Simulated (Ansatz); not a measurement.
# HfO2: the cost of one run

Method: DFT r2SCAN, scalar-relativistic, plane waves, PAW, in Ansatz 0.2.0.

2 further runs of the same task are left out: 2 set aside as unsound or not needed.

### Step 1. The structure to begin with

It takes space group Fm-3m (No. 225, cubic). Conventional cell: a = 5.058 Å, b = 5.058 Å, c = 5.058 Å, α = 90.00°, β = 90.00°, γ = 90.00°. Hf (site symmetry m-3m) has 8 O at 2.19 Å as nearest neighbours. Around O (site symmetry -43m) lie 4 Hf at 2.19 Å.

As a file:

```
CELL_PARAMETERS angstrom
0.00000 2.52916 2.52916
2.52916 0.00000 2.52916
2.52916 2.52916 0.00000
ATOMIC_POSITIONS crystal
Hf 0.00000 0.00000 0.00000
O 0.25000 0.25000 0.25000
O 0.75000 0.75000 0.75000
```

This cell was relaxed beforehand with the same method: volume 10.79 Å³/atom, gap on the mesh 4.30 eV.

### Step 2. Zero of energy

Reference values: F = -16876.1906 eV; pressure 0.02 GPa; largest force 0.000 eV/Å; gap on the mesh 4.30 eV. It was computed beforehand with the settings of the runs below.

### Step 3. The scan: shifting one sublattice

Every O atom is moved by x along the Cartesian unit vector (0.000, 1.000, 0.000); the cell and all other atoms stay fixed. Forces below are components along that vector, summed over the moved atoms.

### Step 4. Point x = -0.100 Å

File input.yaml:

```yaml
crystal:
  lattice:
    - [0.0, 2.5291609861, 2.5291609861]
    - [2.5291609861, 0.0, 2.5291609861]
    - [2.5291609861, 2.5291609861, 0.0]
  atoms:
    - { symbol: Hf, position: [0.0, 0.0, 0.0] }
    - { symbol: O, position: [0.2302305981, 0.2697694019, 0.2302305981] }
    - { symbol: O, position: [0.7302305981, 0.7697694019, 0.7302305981] }
basis:
  ecutwfc: 500
kpoints:
  mp_grid: { grid: [8, 8, 8] }
hamiltonian:
  xc: r2scan
scf:
  occupations: { method: gaussian, width: 0.05 }
output:
  forces: true
  stress: true
  eigenvalues: true
```

Started as:

```sh
$ ansatz run input.yaml --threads 1 --pin off --max-ram 2560MiB --backend cpu --events-out ev --progress --plain --runs-dir out
```

What time and memory should one allow on 1 thread of Intel Xeon Platinum 8259CL at 2.50GHz (Skylake/Cascade Lake), shared host?

About 11 s, with a peak of 0.5 GiB.
